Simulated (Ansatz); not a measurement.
# TiAl: a tetragonal deformation path

The task here is to estimate one member of a computed series from the others.

Program: Ansatz 0.2.0. Level of theory: DFT r2SCAN, scalar-relativistic, plane waves, PAW. These are calculated values, not measurements.

1 further run of the same task is left out (set aside as unsound or not needed).

**The starting structure**

Symmetry: Pm-3m, No. 221, cubic system. Conventional cell: a = 3.179 Å, b = 3.179 Å, c = 3.179 Å, α = 90.00°, β = 90.00°, γ = 90.00°. Ti (site symmetry m-3m) has 8 Al at 2.75 Å as nearest neighbours. Al (site symmetry m-3m) is surrounded by 8 Ti at 2.75 Å.

Structure file:

```xyz
2
Lattice="3.1791 0.0000 0.0000 0.0000 3.1791 0.0000 0.0000 0.0000 3.1791" Properties=species:S:1:pos:R:3 pbc="T T T"
Ti    0.0000    0.0000    0.0000
Al    1.5895    1.5895    1.5895
```

It goes back to an entry of the Materials Project, which need not be the stable form.

No relaxation comes first: the listed cell is the starting point.

**Zero of energy**

The reference gives a free energy of -3045.4169 eV, pressure -0.80 GPa, largest force 0.000 eV/Å and gap on the mesh none (metal). It was computed beforehand with the settings of the runs below.

Set-up of the first run:

At fixed volume and fractional coordinates, lengths along (0.000, 0.000, 1.000) are scaled against those across it; ρ is that ratio over its starting value.

File input.yaml:

```yaml
crystal:
  lattice:
    - [3.5685583292, 0.0, 0.0]
    - [0.0, 3.5685583292, 0.0]
    - [0.0, 0.0, 2.5229707387]
  atoms:
    - { symbol: Ti, position: [0.0, 0.0, 0.0] }
    - { symbol: Al, position: [0.5, 0.5, 0.5] }
basis:
  ecutwfc: 500
kpoints:
  mp_grid: { grid: [16, 16, 16] }
hamiltonian:
  xc: r2scan
scf:
  occupations: { method: gaussian, width: 0.15 }
output:
  forces: true
  stress: true
  eigenvalues: true
  write_density: true
  write_potential: true
  elf: true
  volumetric_format: npy
```

Run with:

```
> ansatz run input.yaml --threads 1 --pin off --max-ram 2560MiB --backend cpu --events-out ev --progress --plain --runs-dir out
```

Among the steps run: Point ρ = 0.707; Point ρ = 1.414; ρ = 0.850; Point ρ = 1.200; ρ = 0.780; ρ = 1.300; ρ = 0.920; Point ρ = 1.100; At ρ = 0.650; At ρ = 1.500; ρ = 0.960; At ρ = 1.050.

One of the session's tables, all rows but one given; the rest of the session is left out.

Collected from the runs (energy zero: the undisturbed cell):

```
    ρ  ΔE (meV/atom)  pressure (GPa)
0.650          293.1             6.8
0.707          132.4             4.2
0.780              ?               ?
0.850           -0.5             0.4
0.920           -2.6            -0.5
0.960           -1.0            -0.7
1.000            0.0            -0.8
1.050           -3.7            -0.7
1.100          -17.7            -0.6
1.200          -65.5            -0.4
1.300         -110.9            -0.3
1.414         -137.6            -0.1
1.500         -133.6             0.0
```

Q: Estimate the row for ρ = 0.780 from the others.

Worked estimate for «ΔE (meV/atom)». A straight line through the neighbours (0.707, 132.4) and (0.850, -0.5) gives 132.4 + (-0.5 − 132.4) × (0.780 − 0.707) / (0.850 − 0.707) = 64.6; a parabola fitted to 4 rows on both sides gives 32.4.

The run gave: ΔE (meV/atom): 26.7; pressure (GPa): 1.8. In «ΔE (meV/atom)» the line misses by +37.9 and the parabola by +5.7.
